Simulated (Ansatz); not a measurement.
# ZrC: the cost of one run

Computed with Ansatz 0.2.0 (DFT PBEsol, frozen-core PAW, scalar-relativistic unless said, unless a step's input says otherwise).

The COD entry's cell or inner coordinates are ideal or old and differ from later refinements, so a difference from it is no clean test against experiment.

### Step 1. The structure to begin with

The structure is cubic, space group Fm-3m (No. 225). Conventional cell: a = 4.730 Å, b = 4.730 Å, c = 4.730 Å, α = 90.00°, β = 90.00°, γ = 90.00°. Zr (site symmetry m-3m) is surrounded by 6 C at 2.37 Å. C (site symmetry m-3m) is surrounded by 6 Zr at 2.37 Å.

Coordinates:

```
CELL_PARAMETERS angstrom
0.00000 2.36500 2.36500
2.36500 0.00000 2.36500
2.36500 2.36500 0.00000
ATOMIC_POSITIONS crystal
Zr 0.50000 0.50000 0.50000
C 0.00000 0.00000 0.00000
```

Cartesian axes are those of the input's lattice vectors. The structure goes back to a database entry.

### Step 2. Cell and atoms relaxed, PAW

Contents of input.yaml:

```yaml
crystal:
  lattice:
    - [0.0, 2.365, 2.365]
    - [2.365, 0.0, 2.365]
    - [2.365, 2.365, 0.0]
  atoms:
    - { symbol: Zr, position: [0.5, 0.5, 0.5] }
    - { symbol: C, position: [0.0, 0.0, 0.0] }
kpoints:
  mp_grid: { grid: [18, 18, 18] }
scf:
  occupations: { method: fermi_dirac, width: 0.1 }
hamiltonian:
  xc: pbesol
  pseudopotentials: { kind: paw }
relax:
  f_tol: 0.002
  max_steps: 80
  cell: {}
output:
  forces: true
  stress: true
```

Run with:

```
ansatz run input.yaml --threads 1 --pin off --max-ram 3072MiB --backend cpu --events-out ev --progress --plain --runs-dir out
```

Q: Estimate wall time and peak memory on 1 thread of Intel Xeon Platinum 8375C at 2.90GHz (Ice Lake), shared host.

About 13 s, with a peak of 0.41 GiB.
